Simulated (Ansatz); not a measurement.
# AlH6OPSi: small, medium and large basis sets

How large a basis does AlH6OPSi need? Two functionals are run in growing sets.

Method: one geometry, several basis sets; program: Ansatz 0.2.0, Gaussian basis.

The runs, in order: PBE0-D4/def2-SVP; ωB97M-V/def2-SVP; PBE0-D4/def2-QZVPP; ωB97M-V/def2-QZVPP; the functionals' def2-TZVPP values are taken from earlier runs.

### Step 1. Structure used throughout

The geometry comes from an earlier relaxation with PBE0-D4 in a triple-zeta def2 set; it is a stationary point, not always the lowest conformer.

SMILES `O[P]([AlH2])[SiH3]`, 10 atoms, charge 0, spin multiplicity 1.

Atoms are counted from 1 here; the program's logs count them from 0.

Bond lengths: O1–P2 1.679 Å, O1–H5 0.961 Å, P2–Al3 2.317 Å, P2–Si4 2.253 Å, Al3–H6 1.583 Å, Al3–H7 1.586 Å, Si4–H8 1.487 Å, Si4–H9 1.491 Å, Si4–H10 1.488 Å. Angles: P2–O1–H5 109.1°, O1–P2–Al3 102.3°, O1–P2–Si4 102.5°, Al3–P2–Si4 95.4°, P2–Al3–H6 120.9°, P2–Al3–H7 115.9°, H6–Al3–H7 123.2°, P2–Si4–H8 109.1°, P2–Si4–H9 115.4°, P2–Si4–H10 106.0°, H8–Si4–H9 107.6°, H8–Si4–H10 109.8°, H9–Si4–H10 109.0°.

### Step 2. PBE0-D4 in def2-SVP

File in.yaml:

```yaml
crystal:
  periodic: [false, false, false]
  atoms:
    - {symbol: O, position_ang: [-1.323491, 1.582986, -0.033978]}
    - {symbol: P, position_ang: [-0.787275, 0.212309, 0.774163]}
    - {symbol: Al, position_ang: [1.439347, 0.714381, 1.174888]}
    - {symbol: Si, position_ang: [-0.382262, -1.222982, -0.914596]}
    - {symbol: H, position_ang: [-2.265033, 1.692119, 0.123900]}
    - {symbol: H, position_ang: [1.960358, 2.207930, 1.107282]}
    - {symbol: H, position_ang: [2.357463, -0.506306, 1.602584]}
    - {symbol: H, position_ang: [-1.667878, -1.567490, -1.578437]}
    - {symbol: H, position_ang: [0.549994, -0.725093, -1.965794]}
    - {symbol: H, position_ang: [0.201779, -2.438955, -0.287213]}
basis:
  gaussian: {orbitals: def2-SVP}
hamiltonian: {xc: pbe0, dispersion: d4}
output: {orbitals: {seedname: orbitals}}
```

Launch:

```sh
ansatz run in.yaml --threads 2 --pin off --events-out ev --progress --plain --max-ram 4352MiB
```

The runs that follow: ωB97M-V in def2-SVP; PBE0-D4 in def2-QZVPP; ωB97M-V in def2-QZVPP.

**Question.** What will the summary of the whole plan be? Wanted: PBE0-D4: double and triple zeta above quadruple; ωB97M-V: double and triple zeta above quadruple.

As calculated:

| quantity | value |
| --- | --- |
| PBE0-D4: double and triple zeta above quadruple | 11.99, 0.89 eV |
| ωB97M-V: double and triple zeta above quadruple | 12.05, 0.85 eV |

**Reading.** PBE0-D4 gains 11.10 eV from double to triple zeta, then 0.89 eV more. These are total energies; as a rule much of such shifts cancels in differences, which this series doesn't test.
